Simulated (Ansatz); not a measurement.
# Alloy of Si and Ge (24 of 64 Si sites exchanged), 64 atoms

How does this alloy cell relax, and what gap do PBEsol and HSE06 give?

Program: Ansatz 0.2.0, PAW, plane waves. These are calculated values, not measurements.

## Step 1: Starting point

64 atoms (40 Si, 24 Ge); a = 11.050 Å, b = 11.050 Å, c = 11.050 Å, α = 90.00°, β = 90.00°, γ = 90.00°. All atoms were shaken off their sites by about 0.02 Å along each axis.

Plan of the steps: (2) PBEsol cell relaxation at the single k point (¼, ¼, ¼), on 7 threads of Arm Neoverse-V2; (3) HSE06 single point at the Γ point alone, on 7 threads of Arm Neoverse-V2.

## Step 2: Relaxing cell and atoms with PBEsol

The input, in.yaml:

```yaml
crystal:
  lattice:
    - [11.050109, 0.000000, 0.000000]
    - [0.000000, 11.050109, 0.000000]
    - [0.000000, 0.000000, 11.050109]
  atoms:
    - { symbol: Si, position: [0.999281, 0.000383, 0.004630] }
    - { symbol: Si, position: [0.998708, 0.002510, 0.501805] }
    - { symbol: Si, position: [0.004920, 0.499979, 0.999779] }
    - { symbol: Si, position: [0.001596, 0.498931, 0.497133] }
    - { symbol: Si, position: [0.500898, 0.000307, 0.498274] }
    - { symbol: Si, position: [0.125098, 0.124722, 0.127131] }
    - { symbol: Si, position: [0.123773, 0.123959, 0.627673] }
    - { symbol: Si, position: [0.127351, 0.624734, 0.124868] }
    - { symbol: Si, position: [0.123056, 0.626111, 0.625424] }
    - { symbol: Si, position: [0.624741, 0.122560, 0.123787] }
    - { symbol: Si, position: [0.624912, 0.124200, 0.624863] }
    - { symbol: Si, position: [0.624542, 0.624566, 0.624281] }
    - { symbol: Si, position: [0.250175, 0.250450, 0.997950] }
    - { symbol: Si, position: [0.249937, 0.750540, 0.000474] }
    - { symbol: Si, position: [0.249757, 0.747217, 0.502697] }
    - { symbol: Si, position: [0.748781, 0.750895, 0.500432] }
    - { symbol: Si, position: [0.376825, 0.875709, 0.126739] }
    - { symbol: Si, position: [0.875255, 0.374878, 0.122097] }
    - { symbol: Si, position: [0.875482, 0.873063, 0.125812] }
    - { symbol: Si, position: [0.871757, 0.875508, 0.623228] }
    - { symbol: Si, position: [0.249988, 0.999795, 0.749706] }
    - { symbol: Si, position: [0.249682, 0.501712, 0.249371] }
    - { symbol: Si, position: [0.252308, 0.500146, 0.748303] }
    - { symbol: Si, position: [0.750814, 0.999873, 0.247585] }
    - { symbol: Si, position: [0.749473, 0.999416, 0.750601] }
    - { symbol: Si, position: [0.749075, 0.502731, 0.250666] }
    - { symbol: Si, position: [0.374387, 0.126810, 0.374637] }
    - { symbol: Si, position: [0.374703, 0.627017, 0.378013] }
    - { symbol: Si, position: [0.375891, 0.624247, 0.875670] }
    - { symbol: Si, position: [0.874724, 0.125582, 0.874324] }
    - { symbol: Si, position: [0.871523, 0.626931, 0.374505] }
    - { symbol: Si, position: [0.001966, 0.749359, 0.252104] }
    - { symbol: Si, position: [0.001600, 0.750646, 0.753152] }
    - { symbol: Si, position: [0.500091, 0.248840, 0.250763] }
    - { symbol: Si, position: [0.504445, 0.249704, 0.751616] }
    - { symbol: Si, position: [0.501607, 0.752838, 0.751330] }
    - { symbol: Si, position: [0.123508, 0.873418, 0.876859] }
    - { symbol: Si, position: [0.624028, 0.373512, 0.374529] }
    - { symbol: Si, position: [0.626199, 0.876166, 0.374153] }
    - { symbol: Si, position: [0.623220, 0.874267, 0.875471] }
    - { symbol: Ge, position: [0.498096, 0.998207, 0.000123] }
    - { symbol: Ge, position: [0.499439, 0.500120, 0.002524] }
    - { symbol: Ge, position: [0.499768, 0.500902, 0.499124] }
    - { symbol: Ge, position: [0.622891, 0.624772, 0.127962] }
    - { symbol: Ge, position: [0.248124, 0.248251, 0.499492] }
    - { symbol: Ge, position: [0.751579, 0.250389, 0.005004] }
    - { symbol: Ge, position: [0.751382, 0.250733, 0.499686] }
    - { symbol: Ge, position: [0.750045, 0.749781, 0.001800] }
    - { symbol: Ge, position: [0.373625, 0.375631, 0.122625] }
    - { symbol: Ge, position: [0.369703, 0.376718, 0.625980] }
    - { symbol: Ge, position: [0.378395, 0.873952, 0.626742] }
    - { symbol: Ge, position: [0.874573, 0.374296, 0.626150] }
    - { symbol: Ge, position: [0.251679, 0.000182, 0.250036] }
    - { symbol: Ge, position: [0.749183, 0.497527, 0.752829] }
    - { symbol: Ge, position: [0.377643, 0.125143, 0.872216] }
    - { symbol: Ge, position: [0.877649, 0.125845, 0.373729] }
    - { symbol: Ge, position: [0.871956, 0.624530, 0.874714] }
    - { symbol: Ge, position: [0.002073, 0.251434, 0.250922] }
    - { symbol: Ge, position: [0.999474, 0.251022, 0.749082] }
    - { symbol: Ge, position: [0.501004, 0.749851, 0.250443] }
    - { symbol: Ge, position: [0.125879, 0.375252, 0.372100] }
    - { symbol: Ge, position: [0.124504, 0.373585, 0.876272] }
    - { symbol: Ge, position: [0.129047, 0.873365, 0.375872] }
    - { symbol: Ge, position: [0.623322, 0.377354, 0.875099] }
  symmetry: { detect: false }
kpoints:
  mp_grid: { grid: [1, 1, 1], shift: [0.25, 0.25, 0.25] }
hamiltonian:
  xc: pbesol
scf:
  occupations: { method: fermi_dirac, width: 0.01 }
relax:
  f_tol: 0.03
  max_steps: 80
  escape_saddle: false
  adjacent_minimum: "off"
  cell: { fix: [shape] }
output:
  forces: true
  eigenvalues: true
  populations: true
```

The run is started by

```sh
ansatz run in.yaml --threads 7 --pin off --max-ram 26600MiB --runs-dir r --events-out ev --progress --plain
```

Further steps of the session: Single point with HSE06.

What does the calculation give? Wanted: for each run, top filled to lowest empty.

**Answer**, as computed:

| level | time | k points | top filled to lowest empty (eV) |
| --- | --- | --- | --- |
| PBEsol, relaxation | 2.3 min (7 CPU threads) | (¼, ¼, ¼) | 0.98 |
| HSE06 | 7.5 min (7 CPU threads) | Γ | 1.16 |

| quantity | value |
| --- | --- |
| relaxation | 4 recorded steps, 0.97 eV gained |
| largest shift | 0.10 Å (Ge57) |
| relaxed cell | a = 11.029 Å, b = 11.029 Å, c = 11.029 Å, α = 90.00°, β = 90.00°, γ = 90.00° |
| mean bonds | Ge–Ge 2.438, Ge–Si 2.396, Si–Si 2.361 Å |

The relaxation lowers the energy by 0.97 eV; the largest shift is 0.10 Å (Ge57), while the volume changes by -0.6 %. The mean lengths of the listed bonds run from Si–Si 2.36 Å to Ge–Ge 2.44 Å. Rows on different k points differ by sampling as well as by level. No spin–orbit coupling is included; with elements this heavy it would shift the edges. With one k point the spacing samples only the states that fold onto it, so it can exceed the gap over the zone.
